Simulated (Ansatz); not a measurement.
**SrSO4 (F-43m): relaxations under a series of pressures**

How does SrSO4 (F-43m) give way under pressure? A script is to give relaxations under a series of pressures; the system is SrSO4 (F-43m).

Program: Ansatz 0.2.0, driven from Python. Level of theory: DFT PBEsol, plane waves, PAW. These are calculated values, not measurements.

### Step 1. The system

Symmetry: F-43m, No. 216, cubic system. Conventional cell: a = 7.223 Å, b = 7.223 Å, c = 7.223 Å, α = 90.00°, β = 90.00°, γ = 90.00°. Around Sr (site symmetry -43m) lie 12 O at 3.01 Å. Around S (site symmetry -43m) lie 4 O at 1.49 Å. Around O (site symmetry 3m) lie 1 S at 1.49 Å.

No structure file is read: the coordinates are typed or built in the script.

### Step 2. Script

The input, compress_srso4.py:

```python
"""Volume and enthalpy of SrSO4 against pressure."""

import ansatz as az
import numpy as np
import pandas as pd

def edges_and_angles(cell):
    cell = np.asarray(cell)
    a, b, c = np.linalg.norm(cell, axis=1)
    cosines = cell[1] @ cell[2] / (b * c), cell[0] @ cell[2] / (a * c), cell[0] @ cell[1] / (a * b)
    return (a, b, c, *np.degrees(np.arccos(cosines)))

xtal = (
    az.Lattice.of((0.0, 3.611578, 3.611578), (3.611578, 0.0, 3.611578), (3.611578, 3.611578, 0.0))
    .atom("Sr", (0.5, 0.5, 0.5))
    .atom("S", (0.0, 0.0, 0.0))
    .atom("O", (0.881057, 0.881057, 0.881057))
    .atom("O", (0.356829, 0.881057, 0.881057))
    .atom("O", (0.881057, 0.356829, 0.881057))
    .atom("O", (0.881057, 0.881057, 0.356829))
)

job = (
    xtal.calculation()
    .functional("PBEsol")
    .pseudopotentials("paw")
    .kpoints(6, 6, 6)
    .occupations("fixed")
)

# H = F + PV, with 1 GPa A^3 = 1/160.21766 eV
rows = []
for pressure in [0, 5, 10, 20]:
    res = job.relax(cell=True, pressure=pressure, force_tolerance=0.05, max_steps=100).run()
    cell = res.lattice.cell_ang
    n_atoms = len(res.lattice.sites)
    volume = abs(np.linalg.det(cell)) / n_atoms
    enthalpy = res.report["free_energy_ev"] / n_atoms + pressure * volume / 160.21766
    rows.append((pressure, volume, enthalpy, *edges_and_angles(cell)))
    print(f"{pressure} GPa done: {volume:.4f} A^3/atom")

table = pd.DataFrame(rows, columns=["P_GPa", "V_A3_atom", "H_eV_atom", "a", "b", "c", "alpha", "beta", "gamma"])
print(table.round(4).to_string(index=False))
p, v = np.array([row[0] for row in rows], float), np.array([row[1] for row in rows])
print("mean bulk modulus between rows (GPa):", np.round(-np.diff(p) / np.diff(np.log(v)), 1))
```

### Step 3. The input behind the calls

The engine receives this input (first run):

```yaml
crystal:
  lattice:
    - [0.0, 3.611578, 3.611578]
    - [3.611578, 0.0, 3.611578]
    - [3.611578, 3.611578, 0.0]
  atoms:
    - { symbol: Sr, position: [0.5, 0.5, 0.5] }
    - { symbol: S, position: [0.0, 0.0, 0.0] }
    - { symbol: O, position: [0.881057, 0.881057, 0.881057] }
    - { symbol: O, position: [0.356829, 0.881057, 0.881057] }
    - { symbol: O, position: [0.881057, 0.356829, 0.881057] }
    - { symbol: O, position: [0.881057, 0.881057, 0.356829] }
kpoints:
  mp_grid:
    grid: [6, 6, 6]
hamiltonian:
  xc: pbesol
  pseudopotentials:
    kind: paw
scf:
  occupations:
    method: fixed
relax:
  f_tol: 0.05
  max_steps: 100
  cell:
    p_target: 0.0
```

### Step 4. Running it

The run is started by

```console
$ python compress_srso4.py
```

**Question.** How far does the cell shrink over this series of pressures, and what bulk modulus does the first step imply?

As calculated:

```
                                   quantity              value
bulk modulus between neighbouring pressures  67.2 to 129.2 GPa
                              runs compared                  4
                            range of energy    138.29 meV/atom
```

In words: The crystal stiffens as it is compressed. The volume falls from 15.02 Å³ an atom at 0 GPa to 12.24 at 20 GPa, by 18.5 %. Between 0 and 5 GPa, -V dP/dV is about 67 GPa, a mean over that step. In run 1, over 4 moves the cell shrank by 4.3 % in volume, and the space group stayed F-43m. In run 4, the volume shrank by 22.1 % over 6 moves under the 20 GPa asked, and the space group stayed F-43m. At a fixed pressure a relaxation lowers the enthalpy F + PV, while F alone can rise. Edges and angles that the script prints are those of the cell as typed, here a primitive one. This cell is a computed structure, which may not be the phase found in nature. Symmetry holds the cell in this phase, so another phase that may be stable under pressure is not reached.
